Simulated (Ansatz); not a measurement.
# H12N4SiZr: the cost of one run

All numbers below are computed with Ansatz 0.2.0 (RKS PBE/def2-SVP).

**1. The starting structure**

Bond lengths (14 of 16 bonds, heavy atoms first): Zr1–N2 2.560 Å, Zr1–N5 2.210 Å, Zr1–N8 2.208 Å, Zr1–N11 2.208 Å, Zr1–Si14 2.910 Å, N2–H3 1.060 Å, N2–H4 1.060 Å, N5–H6 1.060 Å, N5–H7 1.060 Å, N8–H9 1.060 Å, N8–H10 1.060 Å, N11–H12 1.060 Å, N11–H13 1.060 Å, Si14–H15 1.460 Å. Angles (14 of 28 angles, heavy atoms first): N2–Zr1–N5 109.4°, N2–Zr1–N8 109.5°, N2–Zr1–N11 109.5°, N2–Zr1–Si14 71.6°, N5–Zr1–N8 109.5°, N5–Zr1–N11 109.5°, N5–Zr1–Si14 178.9°, N8–Zr1–N11 109.5°, N8–Zr1–Si14 69.8°, N11–Zr1–Si14 70.1°, Zr1–N2–H3 120.0°, Zr1–N2–H4 120.0°, Zr1–N5–H6 120.0°, Zr1–N5–H7 120.0°.

The coordinates stand in the first input below.

**2. A restrained relaxation towards end A**

Springs on the bonds that form and break draw the guess towards this end; the thresholds are loose.

File input.yaml:

```yaml
crystal:
  periodic: [false, false, false]
  atoms:
    - { symbol: Zr, position_ang: [0.0, 0.0, 0.0] }
    - { symbol: "N", position_ang: [0.0, 0.0, 2.56] }
    - { symbol: H, position_ang: [-0.877, -0.2713, 3.09] }
    - { symbol: H, position_ang: [0.877, 0.2713, 3.09] }
    - { symbol: "N", position_ang: [2.084, 0.0, -0.7359] }
    - { symbol: H, position_ang: [2.5823, -0.918, -0.9166] }
    - { symbol: H, position_ang: [2.5853, 0.918, -0.9082] }
    - { symbol: "N", position_ang: [-1.0409, 1.8034, -0.7359] }
    - { symbol: H, position_ang: [-2.061, 1.7482, -1.0186] }
    - { symbol: H, position_ang: [-0.5204, 2.7241, -0.8065] }
    - { symbol: "N", position_ang: [-1.0409, -1.8034, -0.7359] }
    - { symbol: H, position_ang: [-1.5759, -2.4197, -0.0595] }
    - { symbol: H, position_ang: [-1.0055, -2.0526, -1.7656] }
    - { symbol: Si, position_ang: [-2.7615, 0.0088, 0.9176] }
    - { symbol: H, position_ang: [-3.5522, -0.8999, 0.0925] }
    - { symbol: H, position_ang: [-2.814, -0.4287, 2.3095] }
    - { symbol: H, position_ang: [-3.3059, 1.3594, 0.8118] }
    - { symbol: H, position_ang: [-1.3991, 0.0045, 2.2513] }
basis:
  gaussian: { orbitals: def2-SVP }
hamiltonian:
  xc: pbe
relax:
  f_tol: 0.15
  max_steps: 25
  restrain:
    - { distance: [0, 13], at: 3.81, k: 30.0 }
    - { distance: [17, 1], at: 2.26, k: 30.0 }
    - { distance: [0, 1], at: 2.21, k: 30.0 }
    - { distance: [17, 13], at: 1.46, k: 30.0 }
```

Launch:

```console
> ansatz run input.yaml --threads 4 --pin off --max-ram 5120MiB --backend cpu --events-out ev --progress --plain --runs-dir out
```

**Question.** How long does this run take on 4 threads of Arm Neoverse V2, shared host, and how much memory does it need?

About 33 s, with a peak of 0.25 GiB.
